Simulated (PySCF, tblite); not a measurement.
# C4H10NOSi2 radical: geometry, infrared bands and EPR parameters

What infrared bands and EPR parameters should C4H10NOSi2 radical (`C#C[Si](NC)[SiH2]OC`) show?

Computed with tblite 0.8.0 and PySCF 2.14.0, with density-fitted response routines of our own, on a single molecule in the gas phase. Atoms count from 0, in the outputs and in this text.

**1. Starting geometry**

18 atoms, charge 0, multiplicity 2; geometry from: force field or distance geometry start.

Bonds of the start (Å): C0–C1 1.21, C1–Si2 1.83, Si2–N3 1.80, N3–C4 1.47, Si2–Si5 2.21, Si5–O6 1.72, O6–C7 1.40, C0–H8 1.07, N3–H9 1.02, C4–H10 1.12, C4–H11 1.11, C4–H12 1.10, Si5–H13 1.48, Si5–H14 1.49, C7–H15 1.11, C7–H16 1.08, C7–H17 1.13.

**2. Relaxing the molecule with GFN2-xTB**

Job settings and geometry (Å):

```
{"job": {"kind": "relax", "xc": "GFN2-xTB", "basis": "xTB"}, "charge": 0, "multiplicity": 2}
C     -0.541600     3.439200    -0.065100
C     -0.716500     2.267300     0.184300
Si    -0.948600     0.504300     0.610000
N     -2.135200    -0.140300    -0.585400
C     -2.793000    -1.300900     0.022400
Si     0.921600    -0.648400     0.372400
O      2.336000     0.284300     0.663400
C      3.345900    -0.314600    -0.104300
H     -0.419600     4.480200    -0.289000
H     -2.786500     0.561500    -0.948300
H     -3.038100    -1.994800    -0.815600
H     -3.705000    -0.946100     0.536600
H     -2.147200    -1.795600     0.764900
H      1.056500    -1.264100    -0.966900
H      0.851700    -1.758000     1.358100
H      3.288200     0.207000    -1.082000
H      4.335100    -0.175800     0.318100
H      3.087600    -1.398900    -0.314400
```

Command:

```
OMP_NUM_THREADS=1 python probes_run.py task.json out
```

One launch serves the whole session: the jobs run in the order shown.

**Question.** This job is followed by: GFN2-xTB harmonic vibrations, gas phase; UKS B3LYP, pcH-1 on C H N O Si, non-relativistic, mean-field spin-orbit, GIAO. Predict these results of the whole session: strongest single infrared mode (GFN2-xTB); zero-point energy (GFN2-xTB); g(iso) (B3LYP); ⟨S²⟩; largest a(iso) (averaged by class); potential on the surface of density 0.002 e/bohr³, 1st and 99th percentile.

**Answer**, as computed:

```
                                                                  quantity                    value
                                 strongest single infrared mode (GFN2-xTB)     735 cm⁻¹, 532 km/mol
                                              zero-point energy (GFN2-xTB)            81.5 kcal/mol
                                                            g(iso) (B3LYP)                  2.00255
                                                                      ⟨S²⟩       0.754 (exact 0.75)
                                        largest a(iso) (averaged by class)  29Si on Si2, -448.7 MHz
potential on the surface of density 0.002 e/bohr³, 1st and 99th percentile       -1.26 V and 1.45 V
```

**Reading.** The optimisation took 140 steps and gained 1.151 eV; among the close pairs (by a distance rule), Si5–O6 changed most, from 1.719 to 1.629 Å. All 48 modes are real, so the xTB geometry is a minimum. The strongest single mode, at 735 cm⁻¹, moves mainly H14 and H13. GFN2-xTB is a fitted tight-binding method: band positions and strengths are rough. Its intensities can rank the bands wrongly. Most of the unpaired spin sits on Si2 (0.66 e). The isotropic g lies 0.2 ppt above the free-electron value. These values are for one conformer; the search (at its own cheap level) found 2 more, at 0.00, 7.26 kcal/mol (those within 0.05 may be mirror or relabelled copies), and measured spectra average over such forms.
